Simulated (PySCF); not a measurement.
# F2OPb2 (Pb2(O)1(F)2): the cost of one run

The runs use PySCF 2.14.0; BP86, Pb def2-SVP with ECP60, O def2-SVP, F def2-SVP; scalar-relativistic core potentials, no spin–orbit coupling.

3 further runs of the same task are left out: 2 for a known fault of the program, 1 that didn't finish.

### Step 1. The starting structure

5 atoms, charge 0, spin multiplicity 1.

Bond lengths: Pb1–O3 2.117 Å, Pb1–F4 2.086 Å, Pb2–O3 2.117 Å, Pb2–F5 2.086 Å. Angles: O3–Pb1–F4 100.7°, O3–Pb2–F5 100.7°, Pb1–O3–Pb2 148.9°.

As a file:

```csv
atom,x (Å),y (Å),z (Å)
Pb1,0.6332,0.0111,2.0396
Pb2,0.6332,0.0111,-2.0396
O3,1.2012,0.0211,0.0000
F4,-1.4449,-0.0254,1.8633
F5,-1.4449,-0.0254,-1.8633
```

Formal oxidation states: Pb +2. An earlier session relaxed this geometry at BP86, Pb def2-SVP with ECP60, O def2-SVP, F def2-SVP (singlet, point group C2v).

Its energy there is -660.842270 Eh.

### Step 2. Multiplicity 3 at the relaxed geometry

run.py (the lines that set the calculation)

```python
mol = gto.M(atom='''
Pb     0.63324     0.01112     2.03965
Pb     0.63324     0.01112    -2.03965
O      1.20124     0.02109     0.00000
F     -1.44491    -0.02537     1.86330
F     -1.44491    -0.02537    -1.86330''',
    basis={'Pb': 'def2-SVP', 'O': 'def2-SVP', 'F': 'def2-SVP'},
    ecp={'Pb': 'def2-SVP'},
    charge=0, spin=2)
mf = dft.UKS(mol, xc='B88,P86')
mf.grids.atom_grid = (50, 194)
mf = mf.density_fit()  # fitting sets: Pb def2-universal-JKFIT, O def2-universal-JKFIT, F def2-universal-JKFIT
mf.conv_tol = 1e-08; mf.max_cycle = 55
mf.kernel(dm0)  # dm0: free metal ions and neutral atoms
```

Started as:

```sh
OMP_NUM_THREADS=2 python run.py
```

**Question.** How long does this run take on 2 threads of Arm Neoverse N1, shared host?

About 7.6 s.
